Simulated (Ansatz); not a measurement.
# Ga2Se: the cost of one run

Computed with Ansatz 0.2.0 (DFT PBE, scalar-relativistic, plane waves, PAW, unless a step's input says otherwise).

### 1 The structure to begin with

It takes space group R-3m (No. 166, trigonal). The conventional cell has a = 3.646 Å, b = 3.646 Å, c = 16.518 Å, α = 90.00°, β = 90.00°, γ = 120.00°. Around Ga (site symmetry 3m) lie 3 Se at 2.52 Å. Se (site symmetry -3m) has 6 Ga at 2.52 Å as nearest neighbours.

Coordinates:

```cif
data_structure
_symmetry_space_group_name_H-M 'P 1'
_symmetry_Int_Tables_number 1
_cell_length_a 5.8947
_cell_length_b 5.8947
_cell_length_c 5.8947
_cell_angle_alpha 36.030
_cell_angle_beta 36.030
_cell_angle_gamma 36.030
_cell_volume 63.39
loop_
_atom_site_label
_atom_site_type_symbol
_atom_site_fract_x
_atom_site_fract_y
_atom_site_fract_z
_atom_site_occupancy
Ga1 Ga 0.75000 0.75000 0.75000 1
Ga2 Ga 0.25000 0.25000 0.25000 1
Se1 Se 0.00000 0.00000 0.00000 1
```

This is candidate A: anti-cadmium chloride type (R-3m, No. 166).

(A quick probe on a coarse mesh, which set the mesh and smearing, is not shown.)

### 3 Rough relaxation on the coarse mesh (candidate A)

input.yaml reads:

```yaml
crystal:
  lattice:
    - [1.8230153878, 1.0525184249, 5.505972822]
    - [-1.8230153878, 1.0525184249, 5.505972822]
    - [0.0, -2.1050368498, 5.505972822]
  atoms:
    - { symbol: Ga, position: [0.75, 0.75, 0.75] }
    - { symbol: Ga, position: [0.25, 0.25, 0.25] }
    - { symbol: Se, position: [0.0, 0.0, 0.0] }
basis:
  ecutwfc: 420
kpoints:
  mp_grid: { grid: [6, 6, 6] }
hamiltonian:
  xc: pbe
scf:
  occupations: { method: gaussian, width: 0.1 }
  lower_state_search: "off"
output:
  forces: true
  stress: true
  eigenvalues: true
relax:
  adjacent_minimum: "off"
  f_tol: 0.04
  max_steps: 70
  cell: { stress_tol: 0.4 }
```

The run is started by

```bash
$ ansatz run input.yaml --threads 1 --pin off --max-ram 2560MiB --backend cpu --events-out ev --progress --plain --runs-dir out
```

**Question.** How long does this run take on 1 thread of Arm Neoverse V1, shared host, and how much memory does it need?

About 26 s, with a peak of 0.37 GiB.
